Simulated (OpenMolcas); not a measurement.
**Co³⁺ among point charges: CASSCF and CASPT2 levels and susceptibility**

Aim: the splitting of the states of Co³⁺ in the field of 8 point charges, its lowest levels with spin-orbit coupling and its magnetic susceptibility.

The numbers are computed with OpenMolcas 26.06 (state-averaged CASSCF and CASPT2, spin-orbit coupling by RASSI with atomic mean-field integrals), except any that are marked as measured or tabulated.

### Step 1. The atom as given

```
Species                           : Co³⁺ (cobalt, Z = 27, 24 electrons)
Basis                             : ANO-RCC-VDZP [5s4p2d1f], 34 functions
Scalar Hamiltonian                : DKH2, point nucleus
Inactive shells                   : 1s 2s 2p 3s 3p
Active space                      : 6 electrons in 5 orbitals (3d)
Some configurations of this space : 3d⁶
Orbitals                          : optimised for each spin and parity, averaged over all roots
```

The outer shells:

3d6
```
3d [↑↓][↑ ][↑ ][↑ ][↑ ]
```

The ion sits among 8 point charges of -1.5 e arranged as a cube (Oh), 2.18 Å from the ion.

The work runs as a chain of OpenMolcas steps in one folder; each step below is one input file. Labels, J, g values, rates, χT and fits are worked out afterwards by a script from the matrices that RASSI stores. The input lists half of the charges; inversion (Group=XYZ) makes the rest.

### Step 2. GATEWAY and SEWARD: basis and integrals

Input file a.inp:

```
&GATEWAY
Coord
1

Co 0.0 0.0 0.0
Basis=ANO-RCC-VDZP
Group=XYZ
NoMove
AngMom=0.0 0.0 0.0
AMFI
XField
4 Angstrom 0
1.258624 1.258624 1.258624 -1.500000
1.258624 1.258624 -1.258624 -1.500000
1.258624 -1.258624 1.258624 -1.500000
1.258624 -1.258624 -1.258624 -1.500000
&SEWARD
```

Started as:

```
$ OMP_NUM_THREADS=1 MOLCAS_MEM=1689 MOLCAS_PROJECT=a pymolcas a.inp > a.log
```

### Step 3. CASSCF: quintets of even parity, 5 roots

Input file a.inp:

```
&RASSCF
FileOrb=start.orb
Symmetry=1
Spin=5
nActEl=6 0 0
Inactive=3 6
Ras2=5 0
CIRoot=5 5 1
SDav=5
CIMx=300
Iter=120 100
PrWF=0.3
OrbListing=Nothing
MaxOrb=0
>>> COPY $Project.JobIph JOB001
```

start.orb holds the contracted functions of the basis, ordered by shell, or the orbitals of the step before.

### Step 4. CASSCF: triplets of even parity, 45 roots

Input file a.inp:

```
&RASSCF
FileOrb=start.orb
Symmetry=1
Spin=3
nActEl=6 0 0
Inactive=3 6
Ras2=5 0
CIRoot=45 45 1
SDav=45
CIMx=300
Iter=120 100
PrWF=0.3
OrbListing=Nothing
MaxOrb=0
>>> COPY $Project.JobIph JOB002
```

### Step 5. CASSCF: singlets of even parity, 50 roots

Input file a.inp:

```
&RASSCF
FileOrb=start.orb
Symmetry=1
Spin=1
nActEl=6 0 0
Inactive=3 6
Ras2=5 0
CIRoot=50 50 1
SDav=50
CIMx=300
Iter=120 100
PrWF=0.3
OrbListing=Nothing
MaxOrb=0
>>> COPY $Project.JobIph JOB003
```

### Step 6. RASSI: spin-orbit coupling between the states

Input file a.inp:

```
&RASSI
NrOfJobIphs=3 5 45 50
1 2 3 4 5
1 2 3 4 5 6 7 8 9 10 11 12 13 14 15 16 17 18 19 20 21 22 23 24 25 26 27
28 29 30 31 32 33 34 35 36 37 38 39 40 41 42 43 44 45
1 2 3 4 5 6 7 8 9 10 11 12 13 14 15 16 17 18 19 20 21 22 23 24 25 26 27
28 29 30 31 32 33 34 35 36 37 38 39 40 41 42 43 44 45 46 47 48 49 50
IphNames
JOB001
JOB002
JOB003
EJob
SpinOrbit
DIPRint=1.0
SOCoupling=1000.0
Subsets=2
Property=9
'ANGMOM' 1 'ANGMOM' 2 'ANGMOM' 3 'MLTPL  1' 1 'MLTPL  1' 2 'MLTPL  1' 3
'AMFI' 1 'AMFI' 2 'AMFI' 3
SOProperty=3
'ANGMOM' 1 'ANGMOM' 2 'ANGMOM' 3
```

### Step 7. CASPT2: IPEA 0.25, imaginary shift 0.1 (closed shells correlated: 3s 3p)

Input file a.inp:

```
>>> COPY JOB001 $Project.JobIph
&CASPT2
Multistate=5 1 2 3 4 5
NoMult
Frozen=2 3
IPEA=0.25
Imaginary=0.1
MaxIter=60
WThr=0.0 0.3 0.05
PrWF=0.5
NoMix
>>> COPY JOB002 $Project.JobIph
&CASPT2
Multistate=45 1 2 3 4 5 6 7 8 9 10 11 12 13 14 15 16 17 18 19 20 21 22
23 24 25 26 27 28 29 30 31 32 33 34 35 36 37 38 39 40 41 42 43 44 45
NoMult
Frozen=2 3
IPEA=0.25
Imaginary=0.1
MaxIter=60
WThr=0.0 0.3 0.05
PrWF=0.5
NoMix
>>> COPY JOB003 $Project.JobIph
&CASPT2
Multistate=50 1 2 3 4 5 6 7 8 9 10 11 12 13 14 15 16 17 18 19 20 21 22
23 24 25 26 27 28 29 30 31 32 33 34 35 36 37 38 39 40 41 42 43 44 45 46
47 48 49 50
NoMult
Frozen=2 3
IPEA=0.25
Imaginary=0.1
MaxIter=60
WThr=0.0 0.3 0.05
PrWF=0.5
NoMix
```

(Steps that only read results are left out.)

What does the calculation give? Wanted: spin-free ground state; first state of the same spin within the active space; lowest level; next level.

As calculated:

| quantity | value |
| --- | --- |
| method | SS-CASPT2, IPEA 0.25, imaginary shift 0.1 (closed shells correlated: 3s 3p) |
| spin-free ground state | 5E, 2-fold in its orbital part |
| first state of the same spin within the active space | 5T2 at 2050 cm⁻¹ |
| lowest level | 1-fold A1 |
| next level | 45.0 cm⁻¹ |
| χT at 300 K | 4.12 cm³ K/mol |
| effective moment at 300 K | 5.74 μB |

Cost by method:

```csv
method,time of its own steps,time with the reference
A. CASSCF,24 s,24 s
"B. SS-CASPT2, IPEA 0.25, imaginary shift 0.1, +3s 3p",6.6 s,31 s
```

Times are of one thread on a shared host.

The spin-free ground state (5E) comes to 100 % from free-ion D terms and keeps the highest spin of the shell. χT at 300 K is 4.12, against 3.01 cm³ K/mol for the spin alone, so orbital moment adds to it. An active space of the d shell alone favours high spin; real ions in strong fields can be low spin. CASPT2 does not keep the components of a term degenerate, and the means are used. An orbital doublet at a regular site is open to a Jahn-Teller distortion, which this geometry leaves out. The field of point charges can differ much from that of real complexes. With metal d orbitals alone active, the gaps between spin states are rough; where two lie within a few thousand cm-1, their order is open. Point charges carry no covalency, so the field is a model and not that of real ligands.
